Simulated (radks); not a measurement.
**Exchange and kinetic functionals tested on atomic densities: Au, Ba²⁺, Li, N⁴⁺, Yb, Mg²⁺**

The task here is to estimate one member of a computed series from the others.

Method: non-relativistic Kohn-Sham, exchange-only PBE, spin-polarised, spherical densities, point nucleus; open shells are filled with parallel spins first. Code: radks (a radial shooting solver on a logarithmic mesh, Libxc functionals) version 1.

### The system

| Quantity | Value |
| --- | --- |
| species | Au ([Xe] 4f14 5d10 6s1), Ba²⁺ ([Xe]), Li ([He] 2s1), N⁴⁺ ([He] 2s1), Yb ([Xe] 4f14 6s2), Mg²⁺ ([Ne]) |

The first run:

The run's settings:

```text
Z 79
configuration [Xe] 4f14 5d10 6s1
relativity non-relativistic
functional pbe,
spin polarised
nucleus point
```

Steps of the session up to this table: Au, [Xe] 4f14 5d10 6s1.

One of the session's tables, all rows but one given; the rest of the session is left out.

It belongs to the step «Au, [Xe] 4f14 5d10 6s1». Radial moments (bohr):

| level | <r> | outermost maximum (interpolated) | 90 % within | nodes |
| --- | --- | --- | --- | --- |
| 5s down | ? | ? | ? | ? |
| 5s up | 1.028 | 0.936 | 1.47 | 4 |
| 5p down | 1.119 | 0.993 | 1.63 | 3 |
| 5p up | 1.120 | 0.993 | 1.63 | 3 |
| 5d up | 1.603 | 1.20 | 2.55 | 2 |
| 5d down | 1.577 | 1.20 | 2.49 | 2 |
| 6s up | 3.469 | 2.74 | 5.32 | 5 |
| 6s down | 3.477 | 2.72 | 5.34 | 5 |

**Question.** Estimate the row for 5s down.

**Answer.** <r>: 1.027; outermost maximum (interpolated): 0.936; 90 % within: 1.47; nodes: 4. In the column «<r>» it is the lowest.
